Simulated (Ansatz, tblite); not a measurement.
**SbH2Et (C2H7Sb): one state, many levels**

Aim: run the singlet of SbH2Et (C2H7Sb) at one geometry on many levels, and compare frontier levels, spin and run time.

Computed with Ansatz 0.2.0, Gaussian basis. Level: as each input shows.

Levels to be run: GFN1-xTB, GFN2-xTB, PBE-D4/def2-TZVP, r2SCAN-D4/def2-TZVP, B2PLYP/def2-TZVP, r2SCAN0-D4/def2-TZVP, B97M-V/def2-TZVP, PBE-D4/def2-SVP, PBE0-D4/def2-SVP, CCSD(T)/def2-TZVP, RPA/def2-TZVP.

2 further runs of the same task are left out: 2 set aside as unsound or not needed.

## Step 1: The relaxed structure

The geometry is that of the singlet, from an earlier relaxation (PBE0-D4/def2-SVP).

10 atoms, charge 0, spin multiplicity 1.

Bond lengths: C1–C2 1.519 Å, C1–Sb3 2.191 Å, C1–H6 1.101 Å, C1–H7 1.099 Å, C2–H8 1.103 Å, C2–H9 1.102 Å, C2–H10 1.102 Å, Sb3–H4 1.719 Å, Sb3–H5 1.719 Å. Angles: C2–C1–Sb3 112.4°, C2–C1–H6 111.2°, C2–C1–H7 111.7°, Sb3–C1–H6 106.1°, Sb3–C1–H7 107.8°, H6–C1–H7 107.3°, C1–C2–H8 111.2°, C1–C2–H9 112.0°, C1–C2–H10 111.8°, H8–C2–H9 107.1°, H8–C2–H10 107.1°, H9–C2–H10 107.3°, C1–Sb3–H4 93.9°, C1–Sb3–H5 93.3°, H4–Sb3–H5 91.2°.

Sb takes a core potential in the def2 sets. No spin-orbit coupling is included.

PBE0-D4/def2-TZVP was run before; its log isn't repeated, and its numbers join the tables.

## Step 2: GFN1-xTB

Tight binding, by tblite at 300 K electronic temperature and without a spin-polarisation term:

```python
tblite.interface.Calculator('GFN1-xTB', numbers, positions, charge=0, uhf=0).singlepoint()
```

Energy -285.8913 eV, HOMO -11.14 eV, LUMO -5.85 eV; 0.004 s.

## Step 3: GFN2-xTB

Tight binding, by tblite at 300 K electronic temperature and without a spin-polarisation term:

```python
tblite.interface.Calculator('GFN2-xTB', numbers, positions, charge=0, uhf=0).singlepoint()
```

Energy -272.8972 eV, HOMO -10.09 eV, LUMO -5.60 eV; 0.002 s.

## Step 4: PBE-D4/def2-TZVP

start.molden holds the orbitals of an earlier run on this state, given as this run's starting guess.

in.yaml

```yaml
crystal:
  periodic: [false, false, false]
  atoms:
    - {symbol: C, position_ang: [0.321154, -0.434069, -0.242546]}
    - {symbol: C, position_ang: [-1.064307, -0.768848, 0.282756]}
    - {symbol: Sb, position_ang: [1.164060, 1.352611, 0.704543]}
    - {symbol: H, position_ang: [2.405179, 1.531939, -0.470677]}
    - {symbol: H, position_ang: [0.135276, 2.420921, -0.165266]}
    - {symbol: H, position_ang: [1.031863, -1.250955, -0.040562]}
    - {symbol: H, position_ang: [0.314267, -0.267162, -1.329093]}
    - {symbol: H, position_ang: [-1.453884, -1.691390, -0.178790]}
    - {symbol: H, position_ang: [-1.065634, -0.926198, 1.373498]}
    - {symbol: H, position_ang: [-1.787973, 0.033151, 0.066136]}
basis:
  gaussian: {orbitals: def2-TZVP, initial_orbitals: start.molden}
hamiltonian: {xc: pbe, dispersion: d4}
scf: {omitted_lower_state_checks: [starts]}
output: {forces: true, orbitals: {seedname: orbitals}}
```

Launch:

```
$ ansatz run in.yaml --threads 2 --pin off --events-out ev --progress --plain --max-ram 4352MiB
```

Further steps of the session: r2SCAN-D4/def2-TZVP; B2PLYP/def2-TZVP; r2SCAN0-D4/def2-TZVP; B97M-V/def2-TZVP; PBE-D4/def2-SVP; PBE0-D4/def2-SVP; CCSD(T)/def2-TZVP; RPA/def2-TZVP.

**Question.** What will the summary of the whole plan be? Wanted: gap in def2-TZVP, named functionals, smallest and largest; correlation energy, CCSD(T)/def2-TZVP; binding an atom, CCSD(T)/def2-TZVP; PBE0 total energy, smallest basis above largest.

The runs gave:

```
                                                 quantity                                   value
gap in def2-TZVP, named functionals, smallest and largest  4.93 eV (PBE-D4), 7.01 eV (r2SCAN0-D4)
                    correlation energy, CCSD(T)/def2-TZVP                               -20.52 eV
                       binding an atom, CCSD(T)/def2-TZVP                                3.283 eV
          PBE0 total energy, smallest basis above largest           2.59 eV (def2-SVP, def2-TZVP)
```

In words: Over the named functionals in def2-TZVP the gap runs from 4.93 eV (PBE-D4) to 7.01 eV (r2SCAN0-D4); exact exchange widens it. The functionals in def2-TZVP miss CCSD(T)/def2-TZVP by +0.088 (r2SCAN0-D4) to +0.171 eV (PBE-D4) an atom. CCSD(T)/def2-TZVP isn't at the basis-set limit; small misses against it rank nothing.
